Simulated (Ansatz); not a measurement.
# C4H10Si: a ladder of functionals and wavefunction methods

Aim: compute C4H10Si with functionals from several rungs and with coupled cluster. The yardstick is the atomisation energy at the CCSD(T) limit.

Computed with Ansatz 0.2.0, Gaussian basis. Level: functionals in def2-TZVPP, the program's frozen cores in correlated methods.

Levels to be run: LDA (SPW92), PBE-D4, revPBE-D4, BLYP-D4, r2SCAN-D4, B97M-V, PBE0-D4, B3LYP-D4, r2SCANh-D4, r2SCAN0-D4, HSE06-D4, BHLYP-D4, CAM-B3LYP-D4, LC-ωPBE, ωB97X-V, ωB97M-V, B2PLYP, PBE-QIDH; CCSD(T)/def2-SVP; CCSD(T)/def2-TZVPP; MP2/def2-QZVPP; extrapolation to the limit; RPA on PBE.

## Step 1: The relaxed structure

All runs share one geometry, relaxed beforehand with PBE0-D4 in a triple-zeta def2 set.

SMILES `[SiH3]C1CCC1`, 15 atoms, charge 0, spin multiplicity 1.

Atoms are counted from 1 here; the program's logs count them from 0.

Bond lengths: Si1–C2 1.872 Å, Si1–H6 1.489 Å, Si1–H7 1.489 Å, Si1–H8 1.490 Å, C2–C3 1.552 Å, C2–C5 1.552 Å, C2–H9 1.094 Å, C3–C4 1.539 Å, C3–H10 1.093 Å, C3–H11 1.093 Å, C4–C5 1.539 Å, C4–H12 1.091 Å, C4–H13 1.092 Å, C5–H14 1.093 Å, C5–H15 1.093 Å. Angles: C2–Si1–H6 110.8°, C2–Si1–H7 110.7°, C2–Si1–H8 110.1°, H6–Si1–H7 108.7°, H6–Si1–H8 108.2°, H7–Si1–H8 108.2°, Si1–C2–C3 114.2°, Si1–C2–C5 114.2°, Si1–C2–H9 108.5°, C3–C2–C5 88.1°, C3–C2–H9 115.5°, C5–C2–H9 115.5°, C2–C3–C4 88.8°, C2–C3–H10 111.3°, C2–C3–H11 118.2°, C4–C3–H10 111.9°, C4–C3–H11 117.4°, H10–C3–H11 108.1° and more.

As a file:

```
Si   -1.57512    0.77593    0.79119
C     0.19443    0.72043    0.18233
C     1.00424   -0.50087    0.69295
C     0.72790   -1.20336   -0.64856
C     0.35441    0.16078   -1.25616
H    -1.62242    1.07729    2.24882
H    -2.35113    1.81778    0.06312
H    -2.23666   -0.54011    0.56592
H     0.65353    1.69705    0.36076
H     2.06164   -0.25433    0.81425
H     0.66564   -1.00198    1.60307
H     1.55002   -1.75258   -1.10905
H    -0.13777   -1.86521   -0.58463
H     1.19968    0.62327   -1.77117
H    -0.51018    0.19521   -1.92352
```

## Step 2: LDA

This LDA is Slater exchange with PW92 correlation.

in.yaml

```yaml
crystal:
  periodic: [false, false, false]
  atoms:
    - {symbol: Si, position_ang: [-1.575118, 0.775927, 0.791186]}
    - {symbol: C, position_ang: [0.194431, 0.720433, 0.182330]}
    - {symbol: C, position_ang: [1.004239, -0.500865, 0.692952]}
    - {symbol: C, position_ang: [0.727897, -1.203359, -0.648565]}
    - {symbol: C, position_ang: [0.354410, 0.160779, -1.256160]}
    - {symbol: H, position_ang: [-1.622420, 1.077293, 2.248820]}
    - {symbol: H, position_ang: [-2.351134, 1.817777, 0.063115]}
    - {symbol: H, position_ang: [-2.236662, -0.540108, 0.565916]}
    - {symbol: H, position_ang: [0.653528, 1.697053, 0.360758]}
    - {symbol: H, position_ang: [2.061644, -0.254331, 0.814252]}
    - {symbol: H, position_ang: [0.665642, -1.001980, 1.603066]}
    - {symbol: H, position_ang: [1.550016, -1.752584, -1.109052]}
    - {symbol: H, position_ang: [-0.137772, -1.865214, -0.584628]}
    - {symbol: H, position_ang: [1.199683, 0.623273, -1.771165]}
    - {symbol: H, position_ang: [-0.510185, 0.195207, -1.923523]}
basis:
  gaussian: {orbitals: def2-TZVPP}
hamiltonian: {xc: lda}
output: {orbitals: {seedname: orbitals}}
```

The runs that follow: PBE-D4 (GGA); revPBE-D4 (GGA); BLYP-D4 (GGA); r2SCAN-D4 (meta-GGA); B97M-V (meta-GGA); PBE0-D4 (hybrid); B3LYP-D4 (hybrid); r2SCANh-D4 (hybrid); r2SCAN0-D4 (hybrid); HSE06-D4 (hybrid); BHLYP-D4 (hybrid); CAM-B3LYP-D4 (range-separated); LC-ωPBE (range-separated); ωB97X-V (range-separated); ωB97M-V (range-separated); B2PLYP (double hybrid); PBE-QIDH (double hybrid); CCSD(T) in def2-SVP; CCSD(T) in def2-TZVPP; MP2 in def2-QZVPP; RPA on PBE orbitals.

Before running them: what should the planned runs give, taken together? Wanted: atomisation energy, CCSD(T)/CBS; farthest beyond LDA; mean size of error, GGA; mean size of error, meta-GGA; mean size of error, hybrid; mean size of error, range-separated; mean size of error, double hybrid; gap, smallest and largest; T1 diagnostic.

**Answer**, as computed:

| quantity | value |
| --- | --- |
| atomisation energy, CCSD(T)/CBS | 1357.7 kcal/mol |
| functionals within 6.8 kcal/mol (0.5 %) | revPBE-D4, r2SCAN-D4, B97M-V, B3LYP-D4, r2SCANh-D4, CAM-B3LYP-D4, LC-ωPBE, ωB97X-V, ωB97M-V, PBE-QIDH |
| farthest beyond LDA | BHLYP-D4 (-25.3 kcal/mol) |
| mean size of error, GGA | 12.0 kcal/mol |
| mean size of error, meta-GGA | 3.0 kcal/mol |
| mean size of error, hybrid | 8.5 kcal/mol |
| mean size of error, range-separated | 4.2 kcal/mol |
| mean size of error, double hybrid | 7.3 kcal/mol |
| gap, smallest and largest | 6.56 eV (LDA (SPW92)), 13.61 eV (LC-ωPBE) |
| T1 diagnostic | 0.0095 |
| triples share of the correlation energy | 3.9 % |

The LDA atomisation energy is off by 175.1 kcal/mol (13 %): it overbinds. PBE-D4 misses by +19.3 kcal/mol. Double hybrids carry the basis error of their MP2 part in triple zeta, and no dispersion term here, so their miss is partly the set-up's. The rungs meta-GGA, range-separated miss on average by less than the doubt on the reference (6.8 kcal/mol), so they tie. The reference freezes the cores and leaves out relativity and excitations past (T), so misses under about 6.8 kcal/mol can't be ranked. Hartree-Fock recovers 76 % of the binding; the rest is correlation. CCSD(T) in def2-SVP is off by -55.0 kcal/mol, more than most functionals: a good method in a small basis is no reference. Orbital gaps span 6.6 to 13.6 eV; exact exchange widens them.
